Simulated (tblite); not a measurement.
# C9H21ClS2Si (MeSiCl(SBu)2): the cost of one run

Programs: PySCF 2.14.0 with density-fitted response routines of our own, and tblite 0.8.0. All values are computed, except where a source is named. Atoms count from 0 throughout.

## 1. The molecule as given

34 atoms, charge 0, multiplicity 1; geometry from: MMFF94s geometry.

Bonds of the start (Å): C0–C1 1.54, C0–H13 1.09, C0–H14 1.08, C0–H15 1.10, C10–C11 1.53, C10–H27 1.10, C10–H28 1.10, C11–C12 1.53, C11–H29 1.10, C11–H30 1.09, C12–H31 1.09, C12–H32 1.10, C12–H33 1.09, C1–C2 1.52, C1–H16 1.09, C1–H17 1.10, C2–C3 1.55, C2–H18 1.10, C2–H19 1.09, C3–H20 1.10, C3–H21 1.09, C3–S4 1.81, C6–H22 1.09, C6–H23 1.11 and more.

## 2. GFN2-xTB relaxation, conformer 1

The job: settings as JSON, then the geometry in Å.

```
{"job": {"xc": "GFN2-xTB", "basis": "xTB", "kind": "relax"}, "charge": 0, "multiplicity": 1}
C      5.555700     0.238600     0.848000
C      4.445900     0.496200    -0.185600
C      3.131100     0.826200     0.506800
C      1.998500     1.215300    -0.474000
S      1.571500    -0.044400    -1.706200
Si     0.450200    -1.568400    -0.709700
C     -0.302700    -2.687000    -1.959700
Cl     1.703300    -2.648500     0.505700
S     -1.075300    -0.672100     0.487500
C     -2.117400     0.223100    -0.709000
C     -3.297000     0.929300    -0.045200
C     -4.355300    -0.031700     0.511000
C     -5.549400     0.729800     1.083800
H      5.716700     1.125700     1.468800
H      6.485200     0.008800     0.347400
H      5.284500    -0.595400     1.516000
H      4.755100     1.319400    -0.828300
H      4.347900    -0.408100    -0.799700
H      3.278800     1.686200     1.182100
H      2.813900     0.001800     1.151800
H      1.100400     1.495200     0.102100
H      2.302400     2.107600    -1.015600
H      0.467800    -3.189200    -2.540200
H     -0.918700    -3.472200    -1.480000
H     -0.949400    -2.140900    -2.647300
H     -1.505600     0.975300    -1.209800
H     -2.480200    -0.467200    -1.474200
H     -2.936900     1.598300     0.755700
H     -3.766800     1.576400    -0.796500
H     -3.926300    -0.654400     1.309000
H     -4.690400    -0.697800    -0.286500
H     -6.291300     0.029100     1.465300
H     -6.025400     1.338300     0.299900
H     -5.234300     1.386200     1.899800
```

The run is started by

```bash
OMP_NUM_THREADS=1 python ens_run.py task.json out
```

The driver reads the study from task.json and runs its stages one after another.

**Question.** How long does this first job take on 1 thread of Intel Xeon Platinum 8488C, shared host?

About 9.1 s.
